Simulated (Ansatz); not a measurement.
Task: a comparison of enthalpies under pressure of two structures of Cu, with Ansatz 0.2.0, Python API. Give the script and its output. Use (first run): PBEsol, PAW, cutoff 500 eV, 11×11×6 k-points, cold smearing of 0.05 eV.

The script, `cu_transition.py`:
```python
import csv
import warnings

import ansatz as az
import numpy as np


def hcp(first, a):
    return (
        az.Lattice.from_parameters(a, a, 1.633 * a, alpha=90, beta=90, gamma=120)
        .space_group(194)
        .atom(first, [1 / 3, 2 / 3, 0.25])
    )


def sc(A, a):
    return (
        az.Lattice.cubic(a)
        .space_group(221)
        .atom(A, [0, 0, 0])
    )


def compute(name, crystal, pressure=0.0):
    calc = (
        crystal.calculation()
        .functional("PBEsol")
        .basis(500)
        .kpoints(spacing=0.27)
        .occupations("cold", width=0.05)
    )
    calc = calc.relax(force_tolerance=0.02, cell=True, pressure=pressure)
    return calc.run(threads=1)


def volume_per_atom(outcome):
    return abs(np.linalg.det(outcome.lattice.cell_ang)) / len(outcome.lattice.sites)


def main() -> None:
    warnings.simplefilter("ignore", az.DeckWarning)

    phases = {}
    phases["hcp"] = hcp("Cu", 2.56)
    phases["sc"] = sc("Cu", 2.35)

    pressures = [0, 20, 40, 60]
    enthalpy, volume = {name: [] for name in phases}, {name: [] for name in phases}
    for p in pressures:
        for name, crystal in phases.items():
            o = compute(name, crystal, pressure=p)
            volume[name].append(volume_per_atom(o))
            enthalpy[name].append(o.report["energy_sigma0_ev"] / len(o.lattice.sites) + p * volume[name][-1] / 160.21766)
    gap = np.array(enthalpy["sc"]) - np.array(enthalpy["hcp"])
    rows = [(p, va, vb, 1000 * d) for p, va, vb, d in zip(pressures, volume["hcp"], volume["sc"], gap)]
    with open("transition.csv", "w", newline="") as handle:
        writer = csv.writer(handle)
        writer.writerow(["P (GPa)", "V hcp (A^3/atom)", "V sc (A^3/atom)", "H(sc) - H(hcp) (meV/atom)"])
        writer.writerows([round(v, 4) if isinstance(v, float) else v for v in row] for row in rows)
    print(open("transition.csv").read())
    crossings = [p0 - g0 * (p1 - p0) / (g1 - g0) for p0, p1, g0, g1 in zip(pressures, pressures[1:], gap, gap[1:]) if g0 * g1 < 0]
    print("crossing near", [round(float(p), 1) for p in crossings], "GPa") if crossings else print("no crossing in this range")


if __name__ == "__main__":
    main()
```

Running `python cu_transition.py` prints:
```text
P (GPa),V hcp (A^3/atom),V sc (A^3/atom),H(sc) - H(hcp) (meV/atom)
0,11.3141,13.1137,525.2553
20,10.2883,11.6453,718.3586
40,9.6355,10.7704,872.445
60,9.1542,10.1531,1005.047

no crossing in this range
```

Caveats:
- At a fixed pressure a relaxation lowers the enthalpy F + PV, while F alone can rise.
- For the metals among these phases the mesh is modest: differences between phases can be off by up to 40 meV an atom.
- Only these two structures are compared, at zero temperature and with their symmetry kept; either may be hypothetical, and another phase may be lower than both. Differences under about 40 meV an atom lie within the error of mesh and functional.
- The cells are prototypes set up for this calculation and needn't exist.
- Wall time of the script: 55 s on 1 thread of AMD EPYC 7B13 (Zen 3), on a shared host, peak memory 0.45 GiB.

(Lines on the test bed's own set-up are left out of the output.)
